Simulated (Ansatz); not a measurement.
# C₂H₇InSi: up Jacob's ladder to CCSD(T)

The task here is to estimate one member of a computed series from the others.

Program: Ansatz 0.2.0, Gaussian basis. Level of theory: functionals in def2-TZVPP, the program's frozen cores in correlated methods. These are calculated values, not measurements.

The runs, in order: LDA (SPW92), PBE-D4, revPBE-D4, BLYP-D4, r2SCAN-D4, B97M-V, PBE0-D4, B3LYP-D4, r2SCANh-D4, r2SCAN0-D4, HSE06-D4, BHLYP-D4, CAM-B3LYP-D4, LC-ωPBE, ωB97X-V, ωB97M-V, B2PLYP, PBE-QIDH; CCSD(T)/def2-SVP; CCSD(T)/def2-TZVPP; MP2/def2-QZVPP; extrapolation to the limit; RPA on PBE.

### The geometry

An earlier PBE0-D4 in a triple-zeta def2 set relaxation fixed the geometry. In takes the def2 core potential; no spin-orbit term is included.

SMILES `C=[C]([SiH3])[InH2]`, 11 atoms, charge 0, spin multiplicity 1.

Atoms are counted from 1 here; the program's logs count them from 0.

Bond lengths: C1–C2 1.338 Å, C1–H5 1.090 Å, C1–H6 1.092 Å, C2–Si3 1.855 Å, C2–In4 2.153 Å, Si3–H7 1.490 Å, Si3–H8 1.490 Å, Si3–H9 1.491 Å, In4–H10 1.728 Å, In4–H11 1.722 Å. Angles: C2–C1–H5 123.0°, C2–C1–H6 122.3°, H5–C1–H6 114.7°, C1–C2–Si3 120.7°, C1–C2–In4 116.7°, Si3–C2–In4 122.5°, C2–Si3–H7 110.3°, C2–Si3–H8 110.3°, C2–Si3–H9 111.2°, H7–Si3–H8 107.1°, H7–Si3–H9 108.9°, H8–Si3–H9 108.9°, C2–In4–H10 114.4°, C2–In4–H11 122.1°, H10–In4–H11 123.5°.

Set-up of the first run:

Input file in.yaml:

```yaml
crystal:
  periodic: [false, false, false]
  atoms:
    - {symbol: C, position_ang: [-0.546976, 1.507503, 0.134119]}
    - {symbol: C, position_ang: [-0.086094, 0.259714, -0.009631]}
    - {symbol: Si, position_ang: [-0.043271, -0.906866, 1.431880]}
    - {symbol: In, position_ang: [0.589314, -0.303143, -1.974620]}
    - {symbol: H, position_ang: [-0.588594, 2.223871, -0.686817]}
    - {symbol: H, position_ang: [-0.912722, 1.888432, 1.090166]}
    - {symbol: H, position_ang: [1.351229, -1.366141, 1.683924]}
    - {symbol: H, position_ang: [-0.857239, -2.119845, 1.140078]}
    - {symbol: H, position_ang: [-0.569184, -0.256461, 2.666482]}
    - {symbol: H, position_ang: [0.461311, 0.948752, -3.159210]}
    - {symbol: H, position_ang: [1.202234, -1.875805, -2.316370]}
basis:
  gaussian: {orbitals: def2-TZVPP}
hamiltonian: {xc: lda}
output: {orbitals: {seedname: orbitals}}
```

On the command line:

```bash
ansatz run in.yaml --threads 4 --pin off --events-out ev --progress --plain --max-ram 10444MiB
```

Among the steps run: LDA; PBE-D4 (GGA); revPBE-D4 (GGA); BLYP-D4 (GGA); r2SCAN-D4 (meta-GGA); B97M-V (meta-GGA); PBE0-D4 (hybrid); B3LYP-D4 (hybrid); r2SCANh-D4 (hybrid); r2SCAN0-D4 (hybrid); HSE06-D4 (hybrid); BHLYP-D4 (hybrid); CAM-B3LYP-D4 (range-separated); LC-ωPBE (range-separated); ωB97X-V (range-separated); ωB97M-V (range-separated); B2PLYP (double hybrid); PBE-QIDH (double hybrid).

One table of the session follows, with a row left open; its other results are not shown here.

It belongs to the step «Frontier levels by functional». 

| functional | HOMO (eV) | LUMO (eV) | gap (eV) |
| --- | --- | --- | --- |
| LDA (SPW92) | -6.31 | -2.95 | 3.36 |
| PBE-D4 | -6.19 | -2.69 | 3.50 |
| revPBE-D4 | -6.13 | -2.57 | 3.56 |
| BLYP-D4 | -6.07 | -2.63 | 3.44 |
| r2SCAN-D4 | -6.39 | -2.46 | 3.93 |
| B97M-V | -6.50 | -2.68 | 3.82 |
| PBE0-D4 | -7.29 | -1.90 | 5.39 |
| B3LYP-D4 | -7.11 | -2.17 | 4.94 |
| r2SCANh-D4 | -6.80 | -2.18 | 4.62 |
| r2SCAN0-D4 | -7.43 | -1.77 | 5.66 |
| HSE06-D4 | ? | ? | ? |
| BHLYP-D4 | -8.33 | -1.19 | 7.14 |
| CAM-B3LYP-D4 | -8.57 | -1.06 | 7.51 |
| LC-ωPBE | -9.85 | 0.05 | 9.90 |
| ωB97X-V | -9.53 | -0.09 | 9.44 |
| ωB97M-V | -9.40 | -0.35 | 9.05 |

Estimate the missing values for HSE06-D4.

The run gave: HOMO (eV): -6.90; LUMO (eV): -2.27; gap (eV): 4.63. In the column «HOMO (eV)» it lies between B3LYP-D4 (-7.11) and r2SCANh-D4 (-6.80).
